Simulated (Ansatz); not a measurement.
**BrCl3H2Si: a nudged elastic band, and a look at its input**

A nudged elastic band is wanted. The input is run as typed. The step meant is a four-centre ligand exchange at charge 0 and multiplicity 1, which changes Si1–Br7, Cl2–H6, Si1–Cl2, H6–Br7.

Method: PBE0-D4/def2-SVP; program: Ansatz 0.2.0, Gaussian basis.

### 1 The structure

```tsv
atom	x (Å)	y (Å)	z (Å)
Si1	-0.77970	-0.60821	-0.27623
Cl2	1.08182	-1.41847	-0.06454
Cl3	-2.01524	-2.01197	-1.06180
Cl4	-1.46342	-0.03344	1.54208
H5	-0.70214	0.54845	-1.17666
H6	2.10535	1.07021	0.53516
Br7	1.77334	2.45353	0.50208
```

### 2 The run

run/in.yaml

```yaml
crystal:
  periodic: [false, false, false]
  atoms:
    - {symbol: Si, position_ang: [-0.779705, -0.608208, -0.276231]}
    - {symbol: Cl, position_ang: [1.081818, -1.418469, -0.064537]}
    - {symbol: Cl, position_ang: [-2.015239, -2.011974, -1.061796]}
    - {symbol: Cl, position_ang: [-1.463422, -0.033444, 1.542081]}
    - {symbol: H, position_ang: [-0.702137, 0.548452, -1.176661]}
    - {symbol: H, position_ang: [2.105348, 1.070210, 0.535162]}
    - {symbol: Br, position_ang: [1.773337, 2.453534, 0.502083]}
basis:
  gaussian: {orbitals: def2-SVP}
hamiltonian: {xc: pbe0, dispersion: d4}
neb:
  images: 5
  climbing: true
  max_iterations: 30
  initial_path: idpp
  f_tol: 2.0
  final_atoms:
    - {symbol: Si, position_ang: [-1.017530, 0.476262, -0.373328]}
    - {symbol: Cl, position_ang: [2.377972, -1.669031, 1.105531]}
    - {symbol: Cl, position_ang: [-0.876290, -1.227428, -1.459169]}
    - {symbol: Cl, position_ang: [-1.402124, 0.034871, 1.565231]}
    - {symbol: H, position_ang: [-2.084865, 1.328926, -0.914875]}
    - {symbol: H, position_ang: [2.111918, -0.527351, 0.581431]}
    - {symbol: Br, position_ang: [0.890921, 1.583849, -0.504722]}
```

Started as:

```console
> ansatz run in.yaml --threads 8 --pin off --events-out ev --progress --plain --max-ram 19148MiB
```

Before running it: what results should come out? Wanted: this run.

As calculated:

| quantity | value |
| --- | --- |
| this run | converged |
| fault | tolerance too loose |

The force tolerance of 2 eV/Å lets the band stop early, so its barrier is not a converged value.
